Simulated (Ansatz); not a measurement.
What does this script print? It uses Ansatz's Python interface.

`kconv_hfn.py`:
```python
import warnings

import ansatz as az
from tabulate import tabulate


def main() -> None:
    warnings.simplefilter('ignore', az.DeckWarning)

    cell = (
        az.Lattice.of((3.13391, 0.0, 0.0), (-1.56695, 2.71404, 0.0), (0.0, 0.0, 5.41677))
        .atom('Hf', (2 / 3, 1 / 3, 0.75))
        .atom('Hf', (1 / 3, 2 / 3, 0.25))
        .atom('N', (0.0, 0.0, 0.0))
        .atom('N', (0.0, 0.0, 0.5))
    )

    model = (
        cell.calculation()
        .functional(az.Functional.R2SCAN)
        .occupations('Fermi-Dirac', width=0.1)
        .pseudopotentials('paw')
        .stress()
    )

    rows = []
    for value in [(3, 3, 2), (4, 4, 2), (5, 5, 3), (7, 7, 4), (8, 8, 4), (10, 10, 5)]:
        report = model.kpoints(*value).run(threads=1, backend='cpu').report
        rows.append((value, report['free_energy_ev'] / len(report['lattice']['sites']), report['n_iterations'], sum(report['stress_gpa'][i][i] for i in range(3)) / 3, report['n_kpoints']))

    print(tabulate(rows, headers=['mesh', 'F/atom (eV)', 'iterations', 'P (GPa)', 'k-points'], floatfmt='.4f', tablefmt='plain'))

    for row in rows[:-1]:
        shift = 1000 * (row[1] - rows[-1][1])
        print(f'{row[0]}: {shift:+.2f} meV/atom' + ('  (within 5 meV)' if abs(shift) < 5 else ''))


if __name__ == '__main__':
    main()
```

```console
$ python kconv_hfn.py
mesh           F/atom (eV)    iterations    P (GPa)    k-points
(3, 3, 2)       -8060.7302             8     4.4499           6
(4, 4, 2)       -8060.7388             9     3.8976           8
(5, 5, 3)       -8060.8203             8     2.0339          10
(7, 7, 4)       -8060.8035             8     2.4247          24
(8, 8, 4)       -8060.8024             8     2.5457          30
(10, 10, 5)     -8060.8046             8     2.3158          42
(3, 3, 2): +74.45 meV/atom
(4, 4, 2): +65.83 meV/atom
(5, 5, 3): -15.69 meV/atom
(7, 7, 4): +1.15 meV/atom  (within 5 meV)
(8, 8, 4): +2.25 meV/atom  (within 5 meV)
```

From 7×7×4 on it stays within 5 meV an atom of the value at 10×10×5; the first row (3×3×2) is off by 74.5 meV and the last but one by 2.25 meV. This holds for F at a smearing of 0.1 eV; a narrower one needs a denser mesh. It goes up and down, since the sum over k-points isn't variational. The pressure moves from 4.45 to 2.32 GPa. The last run costs about 3.0 times the first.

Notes:
- The run is spin-unpolarised.
- Pressure is positive in compression.
- Spin-orbit coupling, which matters for elements this heavy, is left out.
- The structure comes from a database of computed cells and needn't be a stable or known phase.
- Shifts are counted from the finest mesh, which is itself no proven limit.
- The whole script took 22 s on 1 thread of AMD EPYC 7R32 (Zen 2), with other jobs on the host, peak memory 0.56 GiB.
